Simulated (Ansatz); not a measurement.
# TiO2: the cost of one run

Computed with Ansatz 0.2.0 (DFT PBE+U, PAW, plane waves, scalar-relativistic; U − J = 3 eV on Ti d, unless a step's input says otherwise).

## (1) The structure to begin with

It takes space group I4_1/amd (No. 141, tetragonal). Conventional cell: a = 3.784 Å, b = 3.784 Å, c = 9.514 Å, α = 90.00°, β = 90.00°, γ = 90.00°. Ti (site symmetry -4m2) is surrounded by 6 O at 1.93 to 1.98 Å. Around O (site symmetry 2mm) lie 3 Ti at 1.93 to 1.98 Å.

As a file:

```cif
data_structure
_symmetry_space_group_name_H-M 'I4_1/amd:1'
_symmetry_Int_Tables_number 141
_cell_length_a 3.7845
_cell_length_b 3.7845
_cell_length_c 9.5143
_cell_angle_alpha 90.000
_cell_angle_beta 90.000
_cell_angle_gamma 90.000
_cell_volume 136.27
loop_
_atom_site_label
_atom_site_type_symbol
_atom_site_symmetry_multiplicity
_atom_site_Wyckoff_symbol
_atom_site_fract_x
_atom_site_fract_y
_atom_site_fract_z
_atom_site_occupancy
Ti1 Ti 4 a 0.00000 0.00000 0.00000 1
O1 O 8 e 0.00000 0.00000 0.20806 1
```

Labels such as O6 number the atoms in the order of the input file.

The first starts: parallel moments, plain SCF; opposed moments +-, plain SCF; no spin polarisation; spin on, no moments given (the program may seed its own), plain SCF. Further starts follow from what these give.

A plain SCF has the search for lower states switched off and ends at the first converged state. Ends within 0.2 meV/atom and 0.1 μB count as one state.

Moments by site are taken inside atomic spheres; the rest lies between them.

## (2) Parallel moments, plain SCF

Input file input.yaml:

```yaml
crystal:
  lattice:
    - [-1.89225, 1.89225, 4.75715]
    - [1.89225, -1.89225, 4.75715]
    - [1.89225, 1.89225, -4.75715]
  atoms:
    - { symbol: Ti, position: [0.0, 0.0, 0.0], spin: 1.0 }
    - { symbol: Ti, position: [0.75, 0.25, 0.5], spin: 1.0 }
    - { symbol: O, position: [0.20806, 0.20806, 0.0] }
    - { symbol: O, position: [0.95806, 0.45806, 0.5] }
    - { symbol: O, position: [0.54194, 0.04194, 0.5] }
    - { symbol: O, position: [0.79194, 0.79194, 0.0] }
magnetization:
  spin_polarized: true
hamiltonian:
  xc: pbe
  pseudopotentials: { kind: paw }
  hubbard: { sites: [{ species: Ti, l: d, u_eff: 3.0 }] }
basis:
  ecutwfc: 420
kpoints:
  mp_grid: { grid: [5, 5, 7] }
scf:
  occupations: { method: gaussian, width: 0.05 }
  lower_state_search: "off"
output:
  forces: true
  stress: true
```

Q: Estimate wall time and peak memory on 2 threads of an Arm CPU, shared host.

About 15 s, with a peak of 0.54 GiB.
